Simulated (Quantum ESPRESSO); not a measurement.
# Cd2S under changes of volume

One of the cells (26.333 Å³/atom); the others are scaled copies at fixed shape and fractional positions:

```xyz
3
Lattice="3.9627 0.0000 0.0000 -1.9813 3.4318 0.0000 0.0000 0.0000 5.8092" Properties=species:S:1:pos:R:3 pbc="T T T"
Cd    0.0000    2.2878    5.4183
Cd    1.9813    1.1439    3.3620
S     0.0000    2.2878    2.1245
```

The cell comes from a database or a generator and needn't be the stable form of this composition.

| Property | Result |
| --- | --- |
| Program | Quantum ESPRESSO 7.5 |
| Functional | PBEsol |
| Potentials or basis | GBRV 1.5 PBEsol |
| Cutoff | 612 eV |
| Density cutoff | 4898 eV |
| k mesh | 8 × 8 × 5 |
| Occupations | fermi-dirac, width 0.05 eV |
| Spin | no spin polarisation |

| volume (Å³/atom) | energy over the lowest point (meV/atom) | pressure (GPa) | gap on the mesh (eV) |
| --- | --- | --- | --- |
| 24.753 | 0.00 | -0.1 | 0.21 |
| 25.280 | 1.99 | -1.1 | 0.21 |
| 25.806 | 7.14 | -2.0 | 0.22 |
| 26.333 | ? | ? | ? |
| 26.860 | 25.50 | -3.5 | 0.24 |
| 27.386 | 38.08 | -4.2 | 0.26 |
| 27.913 | 52.58 | -4.7 | 0.28 |

**Question.** What does the run at 26.333 Å³/atom give?

**Answer.** Energy over the lowest point 15.09 meV/atom; pressure -2.8 GPa; gap on the mesh 0.23 eV.

Worked out: A Birch-Murnaghan fit of order 3 (a polynomial in V^(-2/3)) to the other rows has its minimum at 24.71 Å³/atom, just outside them, with B0 = V·E''(V) = 52 GPa and B' = 4.9 at fixed shape and positions, which overstates the stiffness. It gives 15.09 meV/atom at 26.333 Å³/atom, against the run's 15.09, and -dE/dV = -2.8 GPa, against -2.8. A parabola through the other rows of the gap, of slope 0.603 eV per unit of ln V there, gives 0.23 eV, against the run's 0.23.

Energies are extrapolated to zero smearing.

Caveats: an odd mesh through Γ misses points on the zone boundary, where band edges often lie. Spin-orbit coupling on Cd is left out.
